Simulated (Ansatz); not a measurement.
# AlFGeH4: how energies converge with the basis set

The task here is to estimate one member of a computed series from the others.

The runs use Ansatz 0.2.0, Gaussian basis; one geometry, several basis sets.

Levels to be run: PBE0-D4/def2-SVP; ωB97M-V/def2-SVP; PBE0-D4/def2-QZVPP; ωB97M-V/def2-QZVPP; the functionals' def2-TZVPP values are taken from earlier runs.

### The relaxed structure

The geometry comes from an earlier relaxation with PBE0-D4 in a triple-zeta def2 set; it is a stationary point, not always the lowest conformer.

7 atoms, charge 0, spin multiplicity 1.

Atoms are counted from 1 here; the program's logs count them from 0.

Bond lengths: F1–Ge2 1.758 Å, Ge2–Al3 2.493 Å, Ge2–H4 1.546 Å, Ge2–H5 1.546 Å, Al3–H6 1.587 Å, Al3–H7 1.583 Å. Angles: F1–Ge2–Al3 108.2°, F1–Ge2–H4 104.5°, F1–Ge2–H5 104.5°, Al3–Ge2–H4 115.6°, Al3–Ge2–H5 115.7°, H4–Ge2–H5 107.3°, Ge2–Al3–H6 118.2°, Ge2–Al3–H7 120.5°, H6–Al3–H7 121.3°.

Set-up of the first run:

The input, in.yaml:

```yaml
crystal:
  periodic: [false, false, false]
  atoms:
    - {symbol: F, position_ang: [-2.229174, 0.085229, 0.223533]}
    - {symbol: Ge, position_ang: [-0.744055, -0.302557, -0.633193]}
    - {symbol: Al, position_ang: [1.179826, 0.371083, 0.802720]}
    - {symbol: H, position_ang: [-0.856087, -1.814147, -0.935461]}
    - {symbol: H, position_ang: [-0.868363, 0.445699, -1.979881]}
    - {symbol: H, position_ang: [2.647673, 0.124503, 0.252787]}
    - {symbol: H, position_ang: [0.931479, 1.022090, 2.223794]}
basis:
  gaussian: {orbitals: def2-SVP}
hamiltonian: {xc: pbe0, dispersion: d4}
output: {orbitals: {seedname: orbitals}}
```

Steps of the session up to this table: PBE0-D4 in def2-SVP; ωB97M-V in def2-SVP; PBE0-D4 in def2-QZVPP; ωB97M-V in def2-QZVPP.

One of the session's tables, all rows but one given; the rest of the session is left out.

It belongs to the step «Density functionals: the series». 

```
functional       basis  HOMO (eV)  LUMO (eV)
   PBE0-D4    def2-SVP      -7.74      -2.36
   PBE0-D4  def2-TZVPP      -7.80      -2.37
   PBE0-D4  def2-QZVPP      -7.81      -2.37
   ωB97M-V    def2-SVP          ?          ?
   ωB97M-V  def2-TZVPP      -9.82      -0.73
   ωB97M-V  def2-QZVPP      -9.84      -0.80
```

Q: Estimate the row for ωB97M-V, def2-SVP from the others.

**Answer.** HOMO (eV): -9.72; LUMO (eV): -0.66. In the column «HOMO (eV)» it lies between ωB97M-V, def2-TZVPP (-9.82) and PBE0-D4, def2-QZVPP (-7.81).
